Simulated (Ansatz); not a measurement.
# CrCdC4N4: the cost of one run

Method: DFT PBE, scalar-relativistic, plane waves, PAW, in Ansatz 0.2.0.

1 further run of the same task is left out (it didn't finish).

## 1. The system as given

Symmetry: P-43m, No. 215, cubic system. Conventional cell: a = 6.011 Å, b = 6.011 Å, c = 6.011 Å, α = 90.00°, β = 90.00°, γ = 90.00°. Cr (site symmetry -43m) is surrounded by 4 C at 1.94 Å. Around Cd (site symmetry -43m) lie 4 N at 2.10 Å. Around C (site symmetry 3m) lie 1 N at 1.17 Å and 1 Cr at 1.94 Å. N (site symmetry 3m) has 1 C at 1.17 Å in its first shell of neighbours.

Structure file:

```
CELL_PARAMETERS angstrom
6.01079 0.00000 0.00000
0.00000 6.01079 0.00000
0.00000 0.00000 6.01079
ATOMIC_POSITIONS crystal
Cr 0.00000 0.00000 0.00000
Cd 0.50000 0.50000 0.50000
C 0.18615 0.18615 0.18615
C 0.18615 0.81385 0.81385
C 0.81385 0.18615 0.81385
C 0.81385 0.81385 0.18615
N 0.29853 0.29853 0.29853
N 0.29853 0.70147 0.70147
N 0.70147 0.29853 0.70147
N 0.70147 0.70147 0.29853
```

Recipe of the guess: two interpenetrating cyanide-bridged diamond nets (P-43m, No. 215). Lengths come from tabulated atomic sizes and are only a guess.

## 2. A first look at the guess

input.yaml

```yaml
crystal:
  lattice:
    - [6.01079365, 0.0, 0.0]
    - [0.0, 6.01079365, 0.0]
    - [0.0, 0.0, 6.01079365]
  atoms:
    - { symbol: Cr, position: [0.0, 0.0, 0.0], spin: 3.0 }
    - { symbol: Cd, position: [0.5, 0.5, 0.5] }
    - { symbol: C, position: [0.18614927, 0.18614927, 0.18614927] }
    - { symbol: C, position: [0.18614927, 0.81385073, 0.81385073] }
    - { symbol: C, position: [0.81385073, 0.18614927, 0.81385073] }
    - { symbol: C, position: [0.81385073, 0.81385073, 0.18614927] }
    - { symbol: "N", position: [0.2985304, 0.2985304, 0.2985304] }
    - { symbol: "N", position: [0.2985304, 0.7014696, 0.7014696] }
    - { symbol: "N", position: [0.7014696, 0.2985304, 0.7014696] }
    - { symbol: "N", position: [0.7014696, 0.7014696, 0.2985304] }
basis:
  ecutwfc: 420
kpoints:
  mp_grid: { grid: [4, 4, 4] }
hamiltonian:
  xc: pbe
scf:
  occupations: { method: gaussian, width: 0.1 }
  lower_state_search: "off"
output:
  forces: true
  stress: true
  eigenvalues: true
  populations: true
magnetization:
  spin_polarized: true
```

The run is started by

```console
ansatz run input.yaml --threads 1 --pin off --max-ram 2560MiB --backend cpu --events-out ev --progress --plain --runs-dir out
```

Q: Estimate wall time and peak memory on 1 thread of AMD EPYC 9R45 (Zen 5), shared host.

About 11 s, with a peak of 0.58 GiB.
